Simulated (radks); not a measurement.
# O in [He] 2s2 2p4: an all-electron calculation

One table from this session's results is given with a row withheld; the runs are named, their logs left out.

Program: radks (a radial shooting solver on a logarithmic mesh, Libxc functionals) version 1. Level of theory: Dirac Kohn-Sham, PBEsol, spin-unpolarised, spherical densities, point nucleus; open shells fill j = l - 1/2 first. These are calculated values, not measurements, unless marked.

## What is computed

* element: oxygen (Z = 8)
* charge: 0
* electrons: 8
* configuration: [He] 2s2 2p4

Set-up of the first run:

The run's settings:

```text
Z 8
configuration [He] 2s2 2p4
relativity Dirac
functional pbe_sol,pbe_sol
spin unpolarised
j_filling energy
nucleus point
c 137.035999084
```

One of the session's tables, all rows but one given; the rest of the session is left out.

It belongs to the step «Shells». Sizes of the orbitals, from the radial functions (bohr):

| level | <r> | outermost maximum (interpolated) | 90 % within |
| --- | --- | --- | --- |
| 1s1/2 | ? | ? | ? |
| 2s1/2 | 1.142 | 0.873 | 1.84 |
| 2p1/2 | 1.264 | 0.818 | 2.22 |
| 2p3/2 | 1.266 | 0.819 | 2.22 |

Estimate the missing values for 1s1/2.

The run gave: <r>: 0.1999; outermost maximum (interpolated): 0.129; 90 % within: 0.358. In the column «<r>» it is the lowest.

Limits of these values: Spin polarisation and multiplet splitting are left out.
